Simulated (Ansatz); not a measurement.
Below is the output of a Python script on Ansatz's Python interface that makes a single point from a YAML input of ZnNi3N, space group Pm-3m. Write a script that gives it. Level of theory: PBEsol, PAW, cutoff 476 eV, 6×6×6 k-points, Fermi-Dirac smearing of 0.15 eV, collinear spin.

```
Zn Ni N
1.0
     3.72701    0.00000    0.00000
     0.00000    3.72701    0.00000
     0.00000    0.00000    3.72701
Zn Ni N
1 3 1
Direct
  0.00000 0.00000 0.00000
  0.00000 0.50000 0.50000
  0.50000 0.50000 0.00000
  0.50000 0.00000 0.50000
  0.50000 0.50000 0.50000
```

```console
$ python yaml_run.py
RunWarning: the starting moments were not kept: the SCF closed with an absolute magnetisation of 3.4e-6 μB, where they sum to 4.5 μB in size (3 sites). That is at most 0.1 of that sum. Measured as dr2_m measures the in/out step, that magnetisation stands 5.6e-12 eV from none, at or under the dr2_threshold of 1.0e-7 eV: it is no larger than a step whose dr2_m would equal this threshold. The system may hold no moment; this SCF shows only that its start led to no more than that. To try another [...]
free energy      -21075.49852 eV
per atom         -4215.09970 eV
SCF iterations   13  (converged: True)
pressure by term (GPa)
  kinetic                          2300.590
  hartree                          5540.214
  ewald                          -10507.647
  local_pseudopotential            2413.278
  nonlocal_pseudopotential         -636.153
  augmentation                     1249.665
  nlcc                             -333.756
  xc                                -28.776
  augmentation_tail                   0.009
  scf_correction                     -0.002
  pulay_correction                    0.091
  total                              -2.487
gap on the k mesh: withheld (metal, or smearing too wide to tell)
lowest empty less highest filled band, by band count: -1.181 eV
net moment -0.000 muB, absolute 0.000 muB
   0 Zn  -0.000
   1 Ni  -0.000
   2 Ni  -0.000
   3 Ni  -0.000
   4 N   -0.000
audit    band_cg_iterations x1
audit    preconditioner_resolved x1
warning  seeded_moment_not_kept x1
```
(Warnings from the package without file and line, shortened.)

One script that gives this output:

Script `yaml_run.py`:
```python
from collections import Counter

import ansatz as az
import numpy as np

INPUT = """
crystal:
  lattice:
    - [3.727013, 0.0, 0.0]
    - [0.0, 3.727013, 0.0]
    - [0.0, 0.0, 3.727013]
  atoms:
    - { symbol: Zn, position: [0.0, 0.0, 0.0] }
    - { symbol: Ni, position: [0.0, 0.5, 0.5], spin: 1.5 }
    - { symbol: Ni, position: [0.5, 0.5, 0.0], spin: 1.5 }
    - { symbol: Ni, position: [0.5, 0.0, 0.5], spin: 1.5 }
    - { symbol: "N", position: [0.5, 0.5, 0.5] }
magnetization:
  spin_polarized: true
kpoints:
  mp_grid: { grid: [6, 6, 6] }
hamiltonian:
  xc: pbesol
scf:
  occupations: { method: fermi_dirac, width: 0.15 }
basis:
  ecutwfc: "35 Ry"
output:
  stress: true
  eigenvalues: true
"""

planned = az.Session.from_yaml(INPUT).plan(threads=1, pin="off")
res = planned.execute()
r = res.report

print(f"free energy      {r['free_energy_ev']:.5f} eV")
print(f"per atom         {r['free_energy_ev'] / len(res.lattice.sites):.5f} eV")
print(f"SCF iterations   {r['n_iterations']}  (converged: {r['converged']})")

print("pressure by term (GPa)")
for term, tensor in r["stress_terms_gpa"].items():
    if np.any(tensor):
        print(f"  {term:28s} {np.trace(np.array(tensor)) / 3:12.3f}")
print(f"  {'total':28s} {np.trace(np.array(r['stress_gpa'])) / 3:12.3f}")

gap = None if "band_edges_ev" not in r else r["band_edges_ev"][1] - r["band_edges_ev"][0]
print("gap on the k mesh:", "withheld (metal, or smearing too wide to tell)" if gap is None else f"{gap:.3f} eV")
print("lowest empty less highest filled band, by band count:", round(r["gap_by_band_count_ev"], 3), "eV")

print(f"net moment {r['magnetization_mub']:.3f} muB, absolute {r['absolute_magnetization_mub']:.3f} muB")
for index, (site, m) in enumerate(zip(res.lattice.sites, r["site_moments_mub"])):
    print(f"  {index:2d} {site.symbol:2s} {m:7.3f}")

told = Counter((n["data"]["severity"], n["data"]["kind"]) for n in res.notices if n["event"] == "notice")
for (severity, kind), count in sorted(told.items()):
    print(f"{severity:8s} {kind} x{count}")
```

Caveats:
- Absolute energies stand on the zero of these potentials, so only differences at equal settings mean something.
- The SCF didn't keep the moments it started from (some shrank, vanished or turned); what is printed is the state reached.
- For a metal this k-point mesh is coarse: on a finer one energies can move by several to tens of meV an atom and pressures by half a GPa or more, differences at one mesh by less.
- A Fermi-Dirac width this large means warm electrons, whose thermal share enters the free energy.
- A gap by band count of zero or less means overlapping bands, a metal.
- Pressure is positive in compression.
- The structure comes from a database of computed cells and needn't be a stable or known phase.
- Gaps and levels are Kohn-Sham values on a finite set of k-points.
- Timing: 13 s on 1 thread of Arm Neoverse V1, on a shared host, peak memory 0.49 GiB.

(Lines on the test bed's own set-up are left out of the output.)
